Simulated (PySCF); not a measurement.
# C6H12N4: the cost of one run

The runs use PySCF 2.14.0, with density-fitted response routines of our own; the level of theory stands in each step. All values are computed, except where a source is named. Atoms count from 0, in the outputs and in this text.

## (1) The molecule as given

22 atoms, charge 0, multiplicity 1; geometry from: GFN2-xTB.

Bonds of the start (Å): C0–N1 1.46, N1–C2 1.46, C2–N3 1.46, N3–C4 1.46, C4–N5 1.46, N5–C6 1.46, C6–N7 1.46, N7–C8 1.46, N7–C9 1.46, N5–C0 1.46, C8–N1 1.46, C9–N3 1.46, C0–H10 1.09, C0–H11 1.09, C2–H12 1.09, C2–H13 1.09, C4–H14 1.09, C4–H15 1.09, C6–H16 1.09, C6–H17 1.09, C8–H18 1.09, C8–H19 1.09, C9–H20 1.09, C9–H21 1.09.

## (2) Optimising the geometry at PBE0-D3(BJ)/def2-SVP

Job settings and geometry (Å):

```
{"job": {"xc": "PBE0", "basis": "def2-SVP", "d3": "d3bj", "grid": 1, "kind": "geom"}, "charge": 0, "multiplicity": 1}
C     -0.096650    -1.155040    -1.203850
N     -1.250730    -0.445030    -0.660830
C     -1.305810    -0.696800     0.775910
N     -0.086390    -0.270860     1.455420
C      1.039250    -0.984760     0.861920
N      1.151430    -0.738570    -0.572540
C      1.305840     0.697150    -0.775540
N      0.185610     1.454420    -0.222000
C     -1.039220     0.985110    -0.861560
C      0.097050     1.155260     1.203610
H     -0.233500    -2.228690    -1.042120
H     -0.032760    -0.960650    -2.276770
H     -1.445410    -1.769410     0.942130
H     -2.155800    -0.158680     1.197900
H      0.903810    -2.058040     1.027230
H      1.962780    -0.658370     1.349680
H      2.228760     1.027750    -0.289790
H      1.372210     0.896630    -1.849510
H     -0.977000     1.186170    -1.935480
H     -1.889910     1.530080    -0.441230
H      1.018250     1.483080     1.694480
H     -0.751340     1.701410     1.627360
```

Q: Estimate the wall time of this first job on 8 threads of Arm Neoverse V2, shared host.

About 45 s.
